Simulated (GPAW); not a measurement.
Wanted: an ASE script for a GPAW 26.7.0 run.

```
Task                : single point
Functional          : PBEsol
Potentials or basis : PAW data sets generated in the run's folder for this functional
Cutoff              : 450 eV
Basis               : pw
k mesh              : 11 × 11 × 1
Occupations         : fermi-dirac, width 0.05 eV
Spin                : no spin polarisation
Maxiter             : 150
Dipole layer        : yes
```

The system is Au, a slab with vacuum.

```xyz
5
Lattice="2.8226 0.0000 0.0000 -1.4113 2.5559 0.0000 0.0000 0.0000 24.7863" Properties=species:S:1:pos:R:3 pbc="T T T"
Au    1.4113    0.8451    7.5000
Au    0.0000    1.7108    9.9466
Au    1.4113    0.8451   12.3932
Au    0.0000    1.7108   14.8398
Au    1.4113    0.8451   17.2863
```

The slab is cut from a database's or a generator's crystal, which needn't be the stable form of the element.

The cell isn't the ideal one: the (0 0 1) slab of Au, cut from the database cell, not relaxed.

One way to write it, as run:

run.py

```python
import numpy as np
from ase import Atoms
from ase.dft.bandgap import bandgap
from ase.io import write
from gpaw import GPAW, PW, setup_paths

setup_paths.insert(0, '.')

atoms = Atoms(['Au', 'Au', 'Au', 'Au', 'Au'],
              cell=[[2.82261993, 0.0, 0.0],
                    [-1.411309965, 2.555933025, 0.0],
                    [0.0, 0.0, 24.78633922]],
              scaled_positions=[[0.66532797, 0.33065594, 0.3025860307],
                                [0.33467203, 0.66934406, 0.4012930153],
                                [0.66532797, 0.33065594, 0.5],
                                [0.33467203, 0.66934406, 0.5987069847],
                                [0.66532797, 0.33065594, 0.6974139693]],
              pbc=True)
atoms.pbc = (True, True, False)

calc = GPAW(mode=PW(450),
            xc='PBEsol',
            kpts={'size': (11, 11, 1), 'gamma': True},
            occupations={'name': 'fermi-dirac', 'width': 0.05},
            nbands=51,
            convergence={'density': 1e-05, 'energy': 1e-05},
            maxiter=150,
            poissonsolver={'dipolelayer': 'xy'},
            txt='gpaw.txt')
atoms.calc = calc
energy = atoms.get_potential_energy()
forces = atoms.get_forces()
calc.write('gs.gpw')
write('result.traj', atoms)
print(f'Energy: {energy:.6f} eV')
print('Forces (eV/A):')
print(forces.round(4))
print('Fermi level:', round(calc.get_fermi_level(), 4), 'eV')
print(f'Gap: {bandgap(calc)[0]:.4f} eV, direct: {bandgap(calc, direct=True)[0]:.4f} eV')

v = calc.get_electrostatic_potential().mean(axis=(0, 1))
z = np.arange(len(v)) * atoms.cell[2, 2] / len(v)
ef = calc.get_fermi_level()
np.savetxt('planar.dat', np.c_[z, v], fmt='%.4f')
below, above = np.interp([1.5, atoms.cell[2, 2] - 1.5], z, v) - ef
print(f'Work functions: bottom {below:.4f} eV, top {above:.4f} eV')
print('Dipole moment:', *calc.get_dipole_moment().round(5), 'e A')
```

Potentials or basis: PAW data sets generated in the run's folder for this functional, pw.

The run is started by

```bash
$ gpaw-setup -f PBEsol Au
$ OMP_NUM_THREADS=1 python run.py
```

It gave:

```yaml
Largest_force: 0.148 eV/Å
Band_gap_on_the_k_mesh: none (metal or under the smearing width)
Dipole_across_the_slab: 0.00 e·Å
Work_function_of_the_upper_face: 5.30 eV
Work_function_of_the_lower_face: 5.30 eV
```

It took 3 min on 1 thread of Arm Neoverse V1 (shared host), peak memory 0.31 GiB.
